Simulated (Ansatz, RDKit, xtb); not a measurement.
**Isomers of C6H7NO, a sample narrowed down**

Which of a sample of isomers of C6H7NO is the most stable in the gas at 298.15 K, and what are its properties? The sample is small against all isomers, and the most stable one of this formula need not be in it.

The funnel: GFN2-xTB relaxations, single points with a density functional, relaxations at r2SCAN-D4/def2-SVP, harmonic vibrations (at GFN2-xTB), and a last energy at a higher level. All values are calculated.

## Step 1: Drawing up candidates

Isomers were taken from a list of plausible structures; this is a sample, not all of them. That gives 14 candidates.

| label | SMILES | spin |
| --- | --- | --- |
| c062 | C=C=C=CC(=O)NC | singlet |
| c076 | CO[C@@H]1C=C(C#N)C1 | singlet |
| c091 | Cn1ccc(C=O)c1 | singlet |
| c193 | COCCC#CC#N | singlet |
| c351 | C#CC(=O)N(C)C=C | singlet |
| c378 | C=C(C)C#CC(N)=O | singlet |
| c402 | C#C[C@H](C#N)COC | singlet |
| c445 | C=C(C#N)C(=O)CC | singlet |
| c609 | c1nocc1C1CC1 | singlet |
| c708 | C#C/C=C\NC(C)=O | singlet |
| c722 | C=C(C#CC)NC=O | singlet |
| c730 | C=C[C@@H]1O[C@@]1(C)C#N | singlet |
| c807 | C=C1C=CCN1C=O | singlet |
| c833 | C#C[C@@H]1CCC(=O)N1 | singlet |

Candidates are built by distance geometry, with a force field where one applies, in up to four conformers (letters a to d).

Q: Predict the outcome of this search (final energies at CCSD(T)/def2-SVP + MP2/def2-TZVPP - MP2/def2-SVP).

| quantity | value |
| --- | --- |
| lowest structure found | Cn1ccc(C=O)c1, singlet |
| next finalist | C=C1C=CCN1C=O, singlet, 6.1 kcal/mol higher in G |
| share at equilibrium, among the finalists | 100.0 % |

`Cn1ccc(C=O)c1` comes out lowest. The margin of 6.1 kcal/mol over the next finalist is beyond the usual error of the last level; it says nothing of structures that weren't ranked. GFN2-xTB, HF/STO-3G, r2SCAN-D4/def2-SVP, r2SCAN-D4/def2-SVP, relaxed, HF/def2-SVP and MP2/def2-SVP already put its bonding pattern lowest among the structures in one piece. Lowest found is not proven lowest: the search is finite, and each finalist counts with one conformer. Only 14 drawn patterns were tried, so whole families of isomers are missing, and the result ranks this sample alone. The lowest isomer need not be the one that is made and kept in a bottle, which depends on barriers.
